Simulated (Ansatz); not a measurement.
# CH₃Cl₂FMoO₂: one species, many methods

One table from this session's results is given with a row withheld; the runs are named, their logs left out.

Program: Ansatz 0.2.0, Gaussian basis. Level of theory: functionals in def2-TZVPP, the program's frozen cores in correlated methods. These are calculated values, not measurements.

The runs, in order: LDA (SPW92), PBE-D4, revPBE-D4, BLYP-D4, r2SCAN-D4, B97M-V, PBE0-D4, B3LYP-D4, r2SCANh-D4, r2SCAN0-D4, HSE06-D4, BHLYP-D4, CAM-B3LYP-D4, LC-ωPBE, ωB97X-V, ωB97M-V, B2PLYP, PBE-QIDH; CCSD(T)/def2-SVP; MP2/def2-TZVPP; MP2/def2-QZVPP; RPA on PBE.

## The relaxed structure

An earlier PBE0-D4 in a triple-zeta def2 set relaxation fixed the geometry. Mo takes the def2 core potential; no spin-orbit term is included.

SMILES `C[O][Mo](=[O])([F])([Cl])[Cl]`, 10 atoms, charge 0, spin multiplicity 1.

Atoms are counted from 1 here; the program's logs count them from 0.

Bond lengths: C1–O2 1.399 Å, C1–H8 1.094 Å, C1–H9 1.097 Å, C1–H10 1.091 Å, O2–Mo3 1.833 Å, Mo3–O4 1.644 Å, Mo3–F5 1.858 Å, Mo3–Cl6 2.303 Å, Mo3–Cl7 2.287 Å. Angles: O2–C1–H8 110.4°, O2–C1–H9 108.6°, O2–C1–H10 108.6°, H8–C1–H9 109.3°, H8–C1–H10 109.9°, H9–C1–H10 109.9°, C1–O2–Mo3 136.9°, O2–Mo3–O4 102.8°, O2–Mo3–F5 87.7°, O2–Mo3–Cl6 85.6°, O2–Mo3–Cl7 154.7°, O4–Mo3–F5 109.8°, O4–Mo3–Cl6 107.8°, O4–Mo3–Cl7 102.5°, F5–Mo3–Cl6 142.4°, F5–Mo3–Cl7 84.6°, Cl6–Mo3–Cl7 85.9°.

Geometry (Å):

```
C     0.23238   -1.71142   -0.01295
O    -0.50179   -0.57050   -0.35229
Mo   -0.32475    1.24248   -0.15251
O    -1.81756    1.79979   -0.55780
F     0.76943    1.22671   -1.65370
Cl   -0.32383    0.81361    2.10982
Cl    0.79577    3.16453    0.37864
H     1.22768   -1.67422   -0.46602
H     0.33178   -1.75121    1.07858
H    -0.30581   -2.59077   -0.36887
```

The first run:

Contents of in.yaml:

```yaml
crystal:
  periodic: [false, false, false]
  atoms:
    - {symbol: C, position_ang: [0.232378, -1.711425, -0.012946]}
    - {symbol: O, position_ang: [-0.501792, -0.570500, -0.352288]}
    - {symbol: Mo, position_ang: [-0.324754, 1.242476, -0.152514]}
    - {symbol: O, position_ang: [-1.817560, 1.799791, -0.557801]}
    - {symbol: F, position_ang: [0.769430, 1.226707, -1.653698]}
    - {symbol: Cl, position_ang: [-0.323830, 0.813614, 2.109818]}
    - {symbol: Cl, position_ang: [0.795767, 3.164528, 0.378639]}
    - {symbol: H, position_ang: [1.227684, -1.674220, -0.466015]}
    - {symbol: H, position_ang: [0.331783, -1.751206, 1.078576]}
    - {symbol: H, position_ang: [-0.305806, -2.590766, -0.368871]}
basis:
  gaussian: {orbitals: def2-TZVPP}
hamiltonian: {xc: lda}
output: {orbitals: {seedname: orbitals}}
```

Command:

```bash
$ ansatz run in.yaml --threads 4 --pin off --events-out ev --progress --plain --max-ram 11315MiB
```

Steps of the session up to this table: LDA; PBE-D4 (GGA); revPBE-D4 (GGA); BLYP-D4 (GGA); r2SCAN-D4 (meta-GGA); B97M-V (meta-GGA); PBE0-D4 (hybrid); B3LYP-D4 (hybrid); r2SCANh-D4 (hybrid); r2SCAN0-D4 (hybrid); HSE06-D4 (hybrid); BHLYP-D4 (hybrid); CAM-B3LYP-D4 (range-separated); LC-ωPBE (range-separated); ωB97X-V (range-separated); ωB97M-V (range-separated); B2PLYP (double hybrid); PBE-QIDH (double hybrid).

One of the session's tables, all rows but one given; the rest of the session is left out.

It belongs to the step «Orbital energies across the functionals». 

```
  functional  HOMO (eV)  LUMO (eV)  gap (eV)
 LDA (SPW92)      -7.56      -5.14      2.41
      PBE-D4      -7.37      -4.94      2.44
   revPBE-D4      -7.30      -4.86      2.45
     BLYP-D4      -7.22      -4.83      2.38
   r2SCAN-D4      -7.74      -5.04      2.70
      B97M-V      -7.83      -5.05      2.78
     PBE0-D4      -8.78      -4.40      4.38
    B3LYP-D4      -8.51      -4.58      3.92
  r2SCANh-D4      -8.25      -4.81      3.44
  r2SCAN0-D4      -9.03      -4.45      4.57
    HSE06-D4      -8.38      -4.77      3.61
    BHLYP-D4          ?          ?         ?
CAM-B3LYP-D4     -10.12      -3.41      6.71
     LC-ωPBE     -11.49      -2.33      9.17
     ωB97X-V     -11.13      -2.37      8.75
     ωB97M-V     -10.98      -2.37      8.61
```

Q: Estimate the row for BHLYP-D4 from the others.

Worked estimate for «HOMO (eV)». Against the share of exact exchange, BLYP-D4 (0, -7.22), B3LYP-D4 (0.2, -8.51) give a slope of -6.45 per unit share; at 0.5 the line stands at -10.45.

As computed: HOMO (eV): -10.05; LUMO (eV): -3.66; gap (eV): 6.39. In «HOMO (eV)» the line misses by -0.40.
